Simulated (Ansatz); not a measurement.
# GeH₄OSi: up Jacob's ladder to CCSD(T)

One table from this session's results is given with a row withheld; the runs are named, their logs left out.

Program: Ansatz 0.2.0, Gaussian basis. Level of theory: functionals in def2-TZVPP, the program's frozen cores in correlated methods. These are calculated values, not measurements.

The runs, in order: LDA (SPW92), PBE-D4, revPBE-D4, BLYP-D4, r2SCAN-D4, B97M-V, PBE0-D4, B3LYP-D4, r2SCANh-D4, r2SCAN0-D4, HSE06-D4, BHLYP-D4, CAM-B3LYP-D4, LC-ωPBE, ωB97X-V, ωB97M-V, B2PLYP, PBE-QIDH; CCSD(T)/def2-SVP; CCSD(T)/def2-TZVPP; MP2/def2-QZVPP; extrapolation to the limit; RPA on PBE.

## The relaxed structure

All runs share one geometry, relaxed beforehand with PBE0-D4 in a triple-zeta def2 set.

SMILES `[O]1[SiH2][GeH2]1`, 7 atoms, charge 0, spin multiplicity 1.

Atoms are counted from 1 here; the program's logs count them from 0.

Bond lengths: O1–Si2 1.651 Å, O1–Ge3 1.891 Å, Si2–Ge3 2.256 Å, Si2–H4 1.484 Å, Si2–H5 1.484 Å, Ge3–H6 1.535 Å, Ge3–H7 1.535 Å. Angles: Si2–O1–Ge3 78.8°, O1–Si2–Ge3 55.3°, O1–Si2–H4 117.1°, O1–Si2–H5 117.1°, Ge3–Si2–H4 122.7°, Ge3–Si2–H5 122.7°, H4–Si2–H5 110.7°, O1–Ge3–Si2 45.9°, O1–Ge3–H6 108.7°, O1–Ge3–H7 108.7°, Si2–Ge3–H6 123.7°, Si2–Ge3–H7 123.7°, H6–Ge3–H7 111.5°.

The first run:

Input file in.yaml:

```yaml
crystal:
  periodic: [false, false, false]
  atoms:
    - {symbol: O, position_ang: [-0.786791, -0.552880, 0.729021]}
    - {symbol: Si, position_ang: [-0.645418, -0.260116, -0.889406]}
    - {symbol: Ge, position_ang: [0.858201, 0.377757, 0.666977]}
    - {symbol: H, position_ang: [-0.435159, -1.434450, -1.772127]}
    - {symbol: H, position_ang: [-1.621318, 0.681001, -1.493054]}
    - {symbol: H, position_ang: [0.729196, 1.659922, 1.501459]}
    - {symbol: H, position_ang: [1.962490, -0.539333, 1.211430]}
basis:
  gaussian: {orbitals: def2-TZVPP}
hamiltonian: {xc: lda}
output: {orbitals: {seedname: orbitals}}
```

Run with:

```bash
> ansatz run in.yaml --threads 2 --pin off --events-out ev --progress --plain --max-ram 4352MiB
```

Steps of the session up to this table: LDA; PBE-D4 (GGA); revPBE-D4 (GGA); BLYP-D4 (GGA); r2SCAN-D4 (meta-GGA); B97M-V (meta-GGA); B3LYP-D4 (hybrid); r2SCANh-D4 (hybrid); r2SCAN0-D4 (hybrid); HSE06-D4 (hybrid); BHLYP-D4 (hybrid); CAM-B3LYP-D4 (range-separated); LC-ωPBE (range-separated); ωB97X-V (range-separated); ωB97M-V (range-separated); B2PLYP (double hybrid); PBE-QIDH (double hybrid).

One table of the session follows, with a row left open; its other results are not shown here.

```
  functional  HOMO (eV)  gap (eV)
 LDA (SPW92)      -6.10      3.99
      PBE-D4      -5.95      4.05
   revPBE-D4      -5.90      4.07
     BLYP-D4      -5.81      4.00
   r2SCAN-D4      -6.18      4.49
      B97M-V      -6.23      4.45
     PBE0-D4      -7.02      5.93
    B3LYP-D4      -6.82      5.50
  r2SCANh-D4      -6.57      5.17
  r2SCAN0-D4      -7.17      6.20
    HSE06-D4      -6.62      5.17
    BHLYP-D4      -7.97      7.76
CAM-B3LYP-D4      -8.26      8.16
     LC-ωPBE      -9.51     10.54
     ωB97X-V          ?         ?
     ωB97M-V      -9.06      9.75
```

Q: Estimate the row for ωB97X-V from the others.

**Answer.** HOMO (eV): -9.20; gap (eV): 10.14. In the column «HOMO (eV)» it lies between LC-ωPBE (-9.51) and ωB97M-V (-9.06).
